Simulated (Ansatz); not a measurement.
# Two structures of I: comparison of enthalpies under pressure from a Python script

The task here is to estimate one member of a computed series from the others.

Computed with the Python package of Ansatz 0.2.0. Level of theory: DFT PBEsol, plane waves, PAW.

## Starting point

I Fd-3m: It takes space group Fd-3m (No. 227, cubic). The conventional cell has a = 6.990 Å, b = 6.990 Å, c = 6.990 Å, α = 90.00°, β = 90.00°, γ = 90.00°. I (site symmetry -43m) has 4 I at 3.03 Å as nearest neighbours.

I P6_3/mmc: It takes space group P6_3/mmc (No. 194, hexagonal). The conventional cell has a = 3.590 Å, b = 3.590 Å, c = 5.862 Å, α = 90.00°, β = 90.00°, γ = 120.00°. Around I (site symmetry -6m2) lie 12 I at 3.59 Å.

The script holds or builds the structure itself.

Set-up of the first run:

File run_transition.py:

```python
"""Pressure at which two phases of I cross."""

import warnings

import ansatz as az
import numpy as np


def diamond(a_site, a):
    return az.Crystal.diamond(a_site, a=a)


def hcp(first, a):
    return (
        az.Lattice.from_parameters(a, a, 1.633 * a, alpha=90, beta=90, gamma=120)
        .space_group(194)
        .atom(first, [1 / 3, 2 / 3, 0.25])
    )


def solve(name, crystal, pressure=0.0):
    calc = crystal.calculation()
    calc = calc.functional("pbesol")
    calc = calc.basis(520).kpoints(spacing=0.3)
    calc = calc.occupations("fermi_dirac", width=0.02)
    calc = calc.relax(force_tolerance=0.03, cell=True, pressure=pressure)
    return calc.run()


def volume_per_atom(outcome):
    return abs(np.linalg.det(outcome.lattice.cell_ang)) / len(outcome.lattice.sites)


def main() -> None:
    warnings.simplefilter("ignore", az.DeckWarning)

    phases = {}
    phases["diamond"] = diamond("I", 6.99)
    phases["hcp"] = hcp("I", 3.59)

    # H = E + PV, with 1 eV per cubic angstrom equal to 160.2 GPa
    pressures = [0, 20, 40, 60]
    enthalpy, volume = {name: [] for name in phases}, {name: [] for name in phases}
    for p in pressures:
        for name, crystal in phases.items():
            o = solve(name, crystal, pressure=p)
            volume[name].append(volume_per_atom(o))
            enthalpy[name].append(o.report["energy_sigma0_ev"] / len(o.lattice.sites) + p * volume[name][-1] / 160.21766)
    gap = np.array(enthalpy["hcp"]) - np.array(enthalpy["diamond"])
    rows = [(p, va, vb, 1000 * d) for p, va, vb, d in zip(pressures, volume["diamond"], volume["hcp"], gap)]
    print("   P (GPa)  V diamond (A^3/atom)  V hcp (A^3/atom)  H(hcp) - H(diamond) (meV/atom)")
    for row in rows:
        print(f"{row[0]:10d}  {row[1]:20.3f}  {row[2]:16.3f}  {row[3]:+30.1f}")
    crossings = [p0 - g0 * (p1 - p0) / (g1 - g0) for p0, p1, g0, g1 in zip(pressures, pressures[1:], gap, gap[1:]) if g0 * g1 < 0]
    print("crossing near", [round(float(p), 1) for p in crossings], "GPa") if crossings else print("no crossing in this range")


if __name__ == "__main__":
    main()
```

Started as:

```console
> python run_transition.py
```

Among the steps run: Running it.

One of the session's tables, all rows but one given; the rest of the session is left out.

It belongs to the step «Run by run». Enthalpy H = E + pV of the second structure less the first:

```
pressure (GPa)  ΔH (meV/atom)
             0         -334.2
            20              ?
            40        -3142.0
            60        -4027.0
```

**Question.** Estimate the row for pressure (GPa) = 20.

Worked estimate for «ΔH (meV/atom)». A straight line through the neighbours (0, -334.2) and (40, -3142.0) gives -334.2 + (-3142.0 + 334.2) × (20 − 0) / (40 − 0) = -1738.1; a parabola fitted to 3 rows on both sides gives -1911.1.

**Answer.** ΔH (meV/atom): -2018.0. In «ΔH (meV/atom)» the line misses by +279.9 and the parabola by +106.9.

Limits of these values: Caveats:
- At a fixed pressure a relaxation lowers the enthalpy F + PV, while F alone can rise.
- For the metals among these cells the mesh is coarse, so their volumes and pressures are rough.
- Only these two structures are compared, at zero temperature and with their symmetry kept; either may be hypothetical, and another phase may be lower than both.
